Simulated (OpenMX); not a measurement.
Crystal: SiSe.

```xyz
2
Lattice="3.5952 0.0000 0.0000 -1.7976 3.1135 0.0000 0.0000 0.0000 3.5987" Properties=species:S:1:pos:R:3 pbc="T T T"
Si    1.7976    1.0378    1.7994
Se    0.0000    0.0000    0.0000
```

The cell was built by a generator and needn't be a form met in nature.

Base run:

```yaml
Program: OpenMX 3.8.5
Functional: PBE
Potentials_or_basis: OpenMX 2013 PBE set, Si7.0-s2p2d1, Se7.0-s3p2d2, grid cutoff 300 Ry
k_mesh: 7 × 7 × 5
Occupations: fermi-dirac, width 0.05 eV
Spin: no spin polarisation
```

Its results: pressure -0.1 GPa.

Q: The run is repeated on the same cell with these changes: functional from PBE to LDA; potentials or basis from OpenMX 2013 PBE set, Si7.0-s2p2d1, Se7.0-s3p2d2, grid cutoff 300 Ry to OpenMX 2013 LDA set, Si7.0-s2p2d1, Se7.0-s3p2d2, grid cutoff 300 Ry. What comes out?

A: Pressure -4.2 GPa.

Caveats: the basis of atomic orbitals isn't converged, which shifts pressures, moduli and gaps.

Not every run made on this cell is shown here.
